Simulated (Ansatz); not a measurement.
SiF:

```
CELL_PARAMETERS angstrom
1.33860 0.77284 3.89831
-1.33860 0.77284 3.89831
0.00000 -1.54568 3.89831
ATOMIC_POSITIONS crystal
Si 0.50000 0.50000 0.50000
F 0.00000 0.00000 0.00000
```

The cell was built by a generator and needn't be a form met in nature.

| Item | Value |
| --- | --- |
| Program | Ansatz 0.2.0 |
| Task | relaxation of cell and atoms |
| Functional | r2SCAN |
| Dispersion | D3(BJ)-ATM |
| Potentials or basis | Ansatz PAW |
| Cutoff | 500 eV (not typed: the program's choice for these potentials) |
| k mesh | 12 × 12 × 12 |
| Occupations | fermi-dirac, width 0.05 eV |
| Spin | no spin polarisation |

At the start: volume 12.10 Å³/atom.

Question: How do energy, volume and symmetry change on relaxing?

Answer: It ends after 5 steps and the volume is 11.54 Å³/atom (-4.6 %); space group R-3m (No. 166, to 0.05 Å).

The path:
```
step  energy change (eV)  largest force (eV/Å)  volume (Å³)
   1              0.0000                0.0000        24.20
   2             -0.0154                0.0000        23.54
   3             -0.0184                0.0000        23.11
   4             -0.0184                0.0000        23.07
   5             -0.0177                0.0000        23.07
```

Final structure:
```cif
data_structure
_symmetry_space_group_name_H-M 'P 1'
_symmetry_Int_Tables_number 1
_cell_length_a 4.1803
_cell_length_b 4.1803
_cell_length_c 4.1803
_cell_angle_alpha 36.443
_cell_angle_beta 36.443
_cell_angle_gamma 36.443
_cell_volume 23.07
loop_
_atom_site_label
_atom_site_type_symbol
_atom_site_fract_x
_atom_site_fract_y
_atom_site_fract_z
_atom_site_occupancy
Si1 Si 0.50000 0.50000 0.50000 1
F1 F 0.00000 0.00000 0.00000 1
```

Caveat: the plane-wave basis is chosen anew once the cell has moved, so the energies of steps on either side of that aren't comparable; an odd number of electrons without spin polarisation forces a metal; a magnetic or distorted state may lie lower; pairwise dispersion overbinds metals, which lowers pressure and volume; the PAW data sets come from PBE, with cores solved anew for the run's functional, which leaves a small shift of forces and pressure.
